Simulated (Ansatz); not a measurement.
# As₂H+ (quintet): from Hartree-Fock to the top rungs, cc-pVDZ

Aim: climb from Hartree-Fock through coupled cluster and multireference methods for As₂H+ (quintet) at one geometry and basis, and see what each rung misses.

Method: cc-pVDZ, core rule «outside noble gas», up to 28 orbitals frozen; program: Ansatz 0.2.0, Gaussian basis.

Plan: UHF; CCSD(T) on ROHF; CCSD(T) on UHF; BCCD(T) on ROHF; CISD as a restricted active space (open shells left free, so some higher excitations enter); CCSDT(Q) on ROHF; CCSDT(Q) on UHF; CCSDTQ on ROHF; CCSDTQ on UHF; CASSCF and MRCISD+Q, 10 electrons in 9 orbitals; CASSCF and NEVPT2, 10 electrons in 9 orbitals.

3 further runs of the same task are left out: 3 set aside as unsound or not needed. Runs told in other sessions of the task aren't counted.

### Step 1. The system

The geometry is a PBE0/def2-TZVP stationary point (not a proven minimum) of the parent state, kept for this charge and spin. No spin-orbit coupling is included. The filled d shell of As may be among the frozen orbitals whatever the setting's name suggests.

3 atoms, charge 1, spin multiplicity 5.

Atoms are counted from 1 here; the program's logs count them from 0.

Bond lengths: As1–As2 2.491 Å, As1–H3 1.530 Å. Angles: As2–As1–H3 92.0°.

### Step 2. UHF

in.yaml reads:

```yaml
crystal:
  periodic: [false, false, false]
  atoms:
    - {symbol: As, position_ang: [0.000000, -0.525099, 0.802993]}
    - {symbol: As, position_ang: [0.000000, -0.477272, -1.687686]}
    - {symbol: H, position_ang: [0.000000, 1.002371, 0.884693]}
basis:
  gaussian: {orbitals: cc-pVDZ}
total_charge: 1
magnetization: {spin_polarized: true, initial_magnetization: 4}
hamiltonian: {xc: hf}
output: {orbitals: {seedname: orbitals}}
```

The run is started by

```sh
ansatz run in.yaml --threads 1 --pin off --events-out ev --progress --plain --max-ram 2816MiB --backend cpu
```

The runs that follow: CCSD(T) on ROHF; CCSD(T) on UHF; BCCD(T) on ROHF; CISD as a restricted active space (open shells left free, so some higher excitations enter); CCSDT(Q) on ROHF; CCSDT(Q) on UHF; CCSDTQ on ROHF; CCSDTQ on UHF; CASSCF and MRCISD+Q, 10 electrons in 9 orbitals; CASSCF and NEVPT2, 10 electrons in 9 orbitals.

**Question.** What will the summary of the whole plan be? Wanted: UCCSDTQ from the RHF energy; RMP2 from UCCSDTQ; UMP2 from UCCSDTQ; RCCSD from UCCSDTQ; RCCSD(T) from UCCSDTQ; UCCSD(T) from UCCSDTQ; RCCSDT(Q) from UCCSDTQ; UCCSDT(Q) from UCCSDTQ; NEVPT2 valence from UCCSDTQ.

The runs gave:

```
                         quantity                                                                      value
      UCCSDTQ from the ROHF energy                                                                 -4.8615 eV
                RMP2 from UCCSDTQ                                                              +100.6 kJ/mol
                UMP2 from UCCSDTQ                                                              +101.9 kJ/mol
               RCCSD from UCCSDTQ                                                               +16.6 kJ/mol
            RCCSD(T) from UCCSDTQ                                                                +5.2 kJ/mol
            UCCSD(T) from UCCSDTQ                                                                +3.3 kJ/mol
           RCCSDT(Q) from UCCSDTQ                                                                +2.0 kJ/mol
           UCCSDT(Q) from UCCSDTQ                                                                +0.1 kJ/mol
      NEVPT2 valence from UCCSDTQ                                                               +81.5 kJ/mol
    MRCISD+Q valence from UCCSDTQ                                                                +0.9 kJ/mol
levels within 1 kcal/mol (43 meV)  UCCSD(T), RCCSDT, UCCSDT, RCCSDT(Q), UCCSDT(Q), RCCSDTQ, MRCISD+Q valence
                    T1 diagnostic                                                                      0.022
   effectively unpaired electrons                                                                       4.02
```

**Reading.** RCCSD(T) misses by +5.2 kJ/mol, 1.1 % of the correlation energy. One determinant dominates. Of the multireference levels listed MRCISD+Q valence comes nearest in total energy (+0.9 kJ/mol), which doesn't show that its space is the better one. These misses are within one basis, not against nature; the frozen cores of restricted and unrestricted runs differ, which can shift their rows.

With open shells the CI space here admits some higher excitations, so it is larger than plain CISD.
